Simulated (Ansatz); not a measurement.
**Mg3CdF8: the band gap up the ladder of functionals**

One table from this session's results is given with a row withheld; the runs are named, their logs left out.

Program: Ansatz 0.2.0. PAW datasets, plane waves. Note: simulated data, non-magnetic, for a generated structure that need not be the stable one.

## Starting point

The cell was relaxed beforehand with r2SCAN.

The symmetry is Cmmm (No. 65, orthorhombic); a = 7.124 Å, b = 10.160 Å, c = 3.565 Å in the conventional setting, 10.75 Å³ an atom. Around Mg lie 8 F at 2.14–2.16 Å; around F lie 2 Mg at 2.10 Å and 2 Cd at 2.28 Å; around F lie 4 Mg at 2.16–2.21 Å and 6 F at 2.44–2.46 Å; around Mg lie 8 F at 2.10–2.21 Å; around F lie 3 Mg at 2.14–2.17 Å and 1 Cd at 2.28 Å and 3 F at 2.46 Å.

The structure in full:

```xyz
12
Lattice="3.5622 -5.0800 0.0000 3.5622 5.0800 0.0000 0.0000 0.0000 3.5654" Properties=species:S:1:pos:R:3 pbc="T T T"
Mg    0.0000    0.0000    0.0000
F     3.5622    1.4197    1.7827
F     3.5622    3.8555    1.7827
Mg    1.7811   -2.5400    1.7827
F     5.4308   -1.3132    0.0000
F     5.4308    1.3132    0.0000
Mg    1.7811    2.5400    1.7827
F     1.6935   -1.3132    0.0000
F     1.6935    1.3132    0.0000
Cd    3.5622    0.0000    0.0000
F     3.5622   -3.8555    1.7827
F     3.5622   -1.4197    1.7827
```

The first run:

Input file input.yaml:

```yaml
crystal:
  lattice:
    - [3.562189018, -5.079973143, 0.0]
    - [3.562189018, 5.079973143, 0.0]
    - [0.0, 0.0, 3.5653953246]
  atoms:
    - { symbol: Mg, position: [0.0, 0.0, 0.0] }
    - { symbol: F, position: [0.36026885, 0.63973115, 0.5] }
    - { symbol: F, position: [0.1205172155, 0.8794827845, 0.5] }
    - { symbol: Mg, position: [0.5, 0.0, 0.5] }
    - { symbol: F, position: [0.8915462584, 0.6330332335, 0.0] }
    - { symbol: F, position: [0.6330332335, 0.8915462584, 0.0] }
    - { symbol: Mg, position: [0.0, 0.5, 0.5] }
    - { symbol: F, position: [0.3669667665, 0.1084537416, 0.0] }
    - { symbol: F, position: [0.1084537416, 0.3669667665, 0.0] }
    - { symbol: Cd, position: [0.5, 0.5, 0.0] }
    - { symbol: F, position: [0.8794827845, 0.1205172155, 0.5] }
    - { symbol: F, position: [0.63973115, 0.36026885, 0.5] }
kpoints:
  mp_grid: { grid: [4, 4, 8] }
  band_path:
    path:
      - [[0.0, 0.0, 0.0], [-0.5, 0.5, -1.234006734427e-18], [-0.3729280795837, 0.6270719204163, -1.234006734427e-18]]
      - [[0.3729280795836, 0.3729280795836, -3.696643345793e-36], [0.0, 0.0, 0.0], [2.507055401856e-34, -2.507055401856e-34, 0.5], [0.3729280795836, 0.3729280795836, 0.5]]
      - [[-0.3729280795837, 0.6270719204163, 0.5], [-0.5, 0.5, 0.5], [-0.5, 0.5, -1.234006734427e-18]]
      - [[0.0, 0.0, 0.0], [-3.674571375964e-18, 0.5, -6.170033672135e-19], [-2.42232004305e-18, 0.5, 0.5], [2.507055401856e-34, -2.507055401856e-34, 0.5], [-0.5, 0.5, 0.5]]
    npoints: 10
hamiltonian:
  xc: pbe
scf:
  occupations: { method: fermi_dirac, width: 0.02 }
  n_extra_bands: 7
output:
  forces: true
  stress: true
  eigenvalues: true
```

Among the steps run: PBE band path; r2SCAN; HSE06; PBE+SOC at the same geometry; PBE0.

One of the session's tables, all rows but one given; the rest of the session is left out.

| level | gap (eV) |
| --- | --- |
| PBE | 4.86 |
| r2SCAN | 5.60 |
| HSE06 | 7.03 |
| PBE+SOC | 4.86 |
| PBE0 | ? |

**Question.** Estimate the row for PBE0.

As computed: gap (eV): 7.79. In the column «gap (eV)» it is the highest.

Meshes: PBE 4×4×8, r2SCAN 4×4×8, HSE06 4×4×4, PBE+SOC 4×4×8, PBE0 4×4×4

The gap runs from 4.86 eV (PBE+SOC) to 7.79 eV (PBE0). PBE reaches 69 % of the HSE06 value, and r2SCAN 80 %. PBE0 lies 0.76 eV above HSE06, which differs from it by screening the long-range exchange.

To keep in mind: Warnings in the runs' records: stress scf threshold loose, stress exchange threshold loose.
